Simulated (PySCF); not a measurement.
**AsH⁻ at other levels of theory**

Starting from one script, swap the method and compare what comes out for AsH⁻.

The runs use PySCF 2.14.0; method and basis as typed in the scripts.

### Step 1. The system as given

AsH⁻: 2 atoms, charge -1, spin multiplicity 2.

Bond lengths: As1–H2 1.595 Å.

### Step 2. Base script

File input.py:

```python
from pyscf import gto, scf
from pyscf.hessian import thermo

mol = gto.M(
    atom='As 0 0 0; H 0 0 1.595',
    basis='6-311g**',
    charge=-1,
    spin=1,
    verbose=4,
)
mf = scf.UHF(mol)
mf.kernel()
hess = mf.Hessian().kernel()
print('wavenumber (cm^-1) =', thermo.harmonic_analysis(mol, hess)['freq_wavenumber'].round(1))
mf.dip_moment()
print('orbital energies (hartree):', [e[max(0, n-3):n+3].round(4) for e, n in zip(mf.mo_energy, mol.nelec)])
```

Run with:

```sh
OMP_NUM_THREADS=1 python input.py
```

The log of this run is left out.

It gives: E(SCF) = -2234.707506 Eh, 12 cycles, ⟨S²⟩ = 0.760, wavenumbers 1835 cm⁻¹.

The bond length is a typed value, not an optimised one, so the wavenumber is not that of the minimum. The dipole of an ion depends on the origin.

### Step 3. TDA

Variant 1 changes step after the SCF: frequency → tda; number of roots: none → 8.

File input.py:

```python
from pyscf import gto, scf, tdscf

mol = gto.M(
    atom='As 0 0 0; H 0 0 1.595',
    basis='6-311g**',
    charge=-1,
    spin=1,
    verbose=4,
)
mf = scf.UHF(mol)
mf.kernel()
td = tdscf.TDA(mf)
td.nstates = 8
td.kernel()
td.analyze()
mf.dip_moment()
print('orbital energies (hartree):', [e[max(0, n-3):n+3].round(4) for e, n in zip(mf.mo_energy, mol.nelec)])
```

Run with:

```sh
OMP_NUM_THREADS=1 python input.py
```

### Step 4. CASCI (ROHF)

Variant 2 changes step after the SCF: frequency → casci; SCF type: UHF → ROHF; active space: none → 5 electrons in 6 orbitals.

File input.py:

```python
from pyscf import gto, scf, mcscf

mol = gto.M(
    atom='As 0 0 0; H 0 0 1.595',
    basis='6-311g**',
    charge=-1,
    spin=1,
    verbose=4,
)
mf = scf.ROHF(mol)
mf.kernel()
mc = mcscf.CASCI(mf, 6, 5)
mc.kernel()
mc.analyze()
mf.dip_moment()
print('orbital energies (hartree):', mf.mo_energy[..., max(0, mol.nelec[1]-3):mol.nelec[0]+3].round(4))
```

### Step 5. CCSD(T)

Variant 3 changes step after the SCF: frequency → ccsd(t); frozen orbitals: none → 9.

File input.py:

```python
from pyscf import gto, scf, cc

mol = gto.M(
    atom='As 0 0 0; H 0 0 1.595',
    basis='6-311g**',
    charge=-1,
    spin=1,
    verbose=4,
)
mf = scf.UHF(mol)
mf.kernel()
mycc = cc.CCSD(mf, frozen=9)
mycc.kernel()
mycc.ccsd_t()
mf.dip_moment()
print('orbital energies (hartree):', [e[max(0, n-3):n+3].round(4) for e, n in zip(mf.mo_energy, mol.nelec)])
```

### Step 6. Pbe (UKS)

Variant 4 changes functional: none (Hartree–Fock) → pbe; SCF type: UHF → UKS; step after the SCF: frequency → analyze.

File input.py:

```python
from pyscf import gto, dft

mol = gto.M(
    atom='As 0 0 0; H 0 0 1.595',
    basis='6-311g**',
    charge=-1,
    spin=1,
    verbose=4,
)
mf = dft.UKS(mol, xc='pbe')
mf.kernel()
mf.analyze()
print('orbital energies (hartree):', [e[max(0, n-3):n+3].round(4) for e, n in zip(mf.mo_energy, mol.nelec)])
```

What does the calculation give? Wanted: for each run, E(SCF); from base; gap, α spin; after the SCF.

**Answer**, as computed:

```
         run  E(SCF) (hartree)  from base (eV)  cycles  gap, α spin (eV)                               after the SCF
        base      -2234.707506               0      12             10.34                      highest mode 1835 cm⁻¹
         TDA      -2234.707506          0.0000      12             10.34                   lowest root found 0.18 eV
CASCI (ROHF)      -2234.704128         +0.0919       9               n/a                 CASCI correlation -0.237 eV
     CCSD(T)      -2234.707506          0.0000      12             10.34  CCSD(T) correlation -7.054 eV, core frozen
   pbe (UKS)      -2236.069499  not comparable      10              3.47                                         n/a
```

**Reading.** Total energies of different functionals can't be compared with each other; differences within one functional can.
